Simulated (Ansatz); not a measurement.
# CH₅FSSi₂: basis-set convergence

One table from this session's results is given with a row withheld; the runs are named, their logs left out.

Computed with Ansatz 0.2.0, Gaussian basis. Level: one geometry, several basis sets.

The runs, in order: PBE0-D4/def2-SVP; ωB97M-V/def2-SVP; PBE0-D4/def2-QZVPP; ωB97M-V/def2-QZVPP; the functionals' def2-TZVPP values are taken from earlier runs.

## The relaxed structure

All runs share one geometry, relaxed beforehand with PBE0-D4 in a triple-zeta def2 set.

SMILES `F[Si]1([SiH3])CS1`, 10 atoms, charge 0, spin multiplicity 1.

Atoms are counted from 1 here; the program's logs count them from 0.

Bond lengths: F1–Si2 1.597 Å, Si2–Si3 2.323 Å, Si2–C4 1.833 Å, Si2–S5 2.075 Å, Si3–H6 1.486 Å, Si3–H7 1.484 Å, Si3–H8 1.485 Å, C4–S5 1.876 Å, C4–H9 1.087 Å, C4–H10 1.086 Å. Angles: F1–Si2–Si3 111.2°, F1–Si2–C4 116.9°, F1–Si2–S5 118.8°, Si3–Si2–C4 123.9°, Si3–Si2–S5 119.4°, C4–Si2–S5 57.0°, Si2–Si3–H6 110.6°, Si2–Si3–H7 107.0°, Si2–Si3–H8 109.4°, H6–Si3–H7 110.0°, H6–Si3–H8 109.6°, H7–Si3–H8 110.2°, Si2–C4–S5 68.0°, Si2–C4–H9 118.7°, Si2–C4–H10 121.9°, S5–C4–H9 112.5°, S5–C4–H10 113.2°, H9–C4–H10 113.5° and more.

As a file:

```mol
CH5FSSi2
  3D, bonds by distance, orders not assigned

 10 10  0  0  0  0  0  0  0  0999 V2000
   -2.2117    0.1469    0.3530 F   0  0
   -0.7008    0.1594   -0.1653 Si  0  0
    0.4992   -1.6315    0.7006 Si  0  0
    0.0338    1.7952   -0.5439 C   0  0
   -0.3141    0.8054   -2.0988 S   0  0
    0.3273   -1.7134    2.1742 H   0  0
    1.9270   -1.3992    0.3675 H   0  0
    0.0257   -2.8914    0.0739 H   0  0
   -0.5932    2.6790   -0.4648 H   0  0
    1.0897    1.9984   -0.3938 H   0  0
  1  2  8  0
  2  3  8  0
  2  4  8  0
  4  5  8  0
  3  6  8  0
  3  7  8  0
  3  8  8  0
  4  9  8  0
  4 10  8  0
  2  5  8  0
M  END
```

Set-up of the first run:

in.yaml reads:

```yaml
crystal:
  periodic: [false, false, false]
  atoms:
    - {symbol: F, position_ang: [-2.211696, 0.146889, 0.352999]}
    - {symbol: Si, position_ang: [-0.700823, 0.159436, -0.165259]}
    - {symbol: Si, position_ang: [0.499235, -1.631492, 0.700635]}
    - {symbol: C, position_ang: [0.033779, 1.795155, -0.543874]}
    - {symbol: S, position_ang: [-0.314068, 0.805375, -2.098757]}
    - {symbol: H, position_ang: [0.327272, -1.713379, 2.174186]}
    - {symbol: H, position_ang: [1.926969, -1.399225, 0.367534]}
    - {symbol: H, position_ang: [0.025749, -2.891380, 0.073853]}
    - {symbol: H, position_ang: [-0.593178, 2.679039, -0.464817]}
    - {symbol: H, position_ang: [1.089659, 1.998383, -0.393801]}
basis:
  gaussian: {orbitals: def2-SVP}
hamiltonian: {xc: pbe0, dispersion: d4}
output: {orbitals: {seedname: orbitals}}
```

Among the steps run: PBE0-D4 in def2-SVP; ωB97M-V in def2-SVP; PBE0-D4 in def2-QZVPP; ωB97M-V in def2-QZVPP.

One table of the session follows, with a row left open; its other results are not shown here.

It belongs to the step «Density functionals: the series». 

| functional | basis | HOMO (eV) |
| --- | --- | --- |
| PBE0-D4 | def2-SVP | -7.15 |
| PBE0-D4 | def2-TZVPP | ? |
| PBE0-D4 | def2-QZVPP | -7.25 |
| ωB97M-V | def2-SVP | -9.26 |
| ωB97M-V | def2-TZVPP | -9.36 |
| ωB97M-V | def2-QZVPP | -9.40 |

Q: Estimate the row for PBE0-D4, def2-TZVPP from the others.

The run gave: HOMO (eV): -7.22. In the column «HOMO (eV)» it lies between PBE0-D4, def2-QZVPP (-7.25) and PBE0-D4, def2-SVP (-7.15).
